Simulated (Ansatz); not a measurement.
# C5H8N2: the cost of one run

Method: the settings change from run to run; program: Ansatz 0.2.0, Gaussian basis.

## Step 1: The molecule

An earlier PBE0-D4 in a triple-zeta def2 set relaxation fixed the geometry.

SMILES `CN1[C]N(C)C=C1`, 15 atoms, charge 0, spin multiplicity 1.

Atoms are counted from 1 here; the program's logs count them from 0.

Bond lengths: C1–N2 1.440 Å, C1–H8 1.093 Å, C1–H9 1.093 Å, C1–H10 1.088 Å, N2–C3 1.357 Å, N2–C7 1.378 Å, C3–N4 1.357 Å, N4–C5 1.440 Å, N4–C6 1.378 Å, C5–H11 1.093 Å, C5–H12 1.093 Å, C5–H13 1.088 Å, C6–C7 1.350 Å, C6–H14 1.078 Å, C7–H15 1.078 Å. Angles: N2–C1–H8 110.9°, N2–C1–H9 110.9°, N2–C1–H10 107.5°, H8–C1–H9 108.9°, H8–C1–H10 109.3°, H9–C1–H10 109.3°, C1–N2–C3 122.9°, C1–N2–C7 124.2°, C3–N2–C7 113.0°, N2–C3–N4 102.1°, C3–N4–C5 122.9°, C3–N4–C6 113.0°, C5–N4–C6 124.2°, N4–C5–H11 110.9°, N4–C5–H12 110.9°, N4–C5–H13 107.5°, H11–C5–H12 108.9°, H11–C5–H13 109.3° and more.

## Step 2: PBE0/cc-pVDZ

Options: unrestricted orbitals, D3(BJ) dispersion, relativity set to none.

in.yaml

```yaml
crystal:
  periodic: [false, false, false]
  atoms:
    - {symbol: C, position_ang: [1.462499, 1.418997, 1.425399]}
    - {symbol: N, position_ang: [0.530503, 0.690187, 0.604004]}
    - {symbol: C, position_ang: [0.783184, -0.556731, 0.132285]}
    - {symbol: N, position_ang: [-0.345977, -0.829002, -0.569162]}
    - {symbol: C, position_ang: [-0.550876, -2.070773, -1.269520]}
    - {symbol: C, position_ang: [-1.260969, 0.201451, -0.536007]}
    - {symbol: C, position_ang: [-0.700426, 1.173065, 0.214406]}
    - {symbol: H, position_ang: [1.025373, 1.650745, 2.399736]}
    - {symbol: H, position_ang: [1.762891, 2.351478, 0.941280]}
    - {symbol: H, position_ang: [2.337697, 0.788560, 1.565075]}
    - {symbol: H, position_ang: [-0.688184, -1.897086, -2.339617]}
    - {symbol: H, position_ang: [-1.425844, -2.597828, -0.881234]}
    - {symbol: H, position_ang: [0.334845, -2.682944, -1.115673]}
    - {symbol: H, position_ang: [-2.214937, 0.163667, -1.036060]}
    - {symbol: H, position_ang: [-1.071679, 2.145313, 0.494489]}
basis:
  gaussian: {orbitals: cc-pVDZ}
magnetization: {spin_polarized: true, initial_magnetization: 0}
hamiltonian: {xc: {name: PBE0}, dispersion: d3bj, pseudopotentials: {relativity: none}}
```

The run is started by

```console
$ ansatz run in.yaml --threads 4 --pin off --events-out ev --progress --plain --max-ram 11315MiB
```

**Question.** How long does this run take on 4 threads of Arm Neoverse V1, shared host, and how much memory does it need?

About 3.1 s, with a peak of 0.47 GiB.
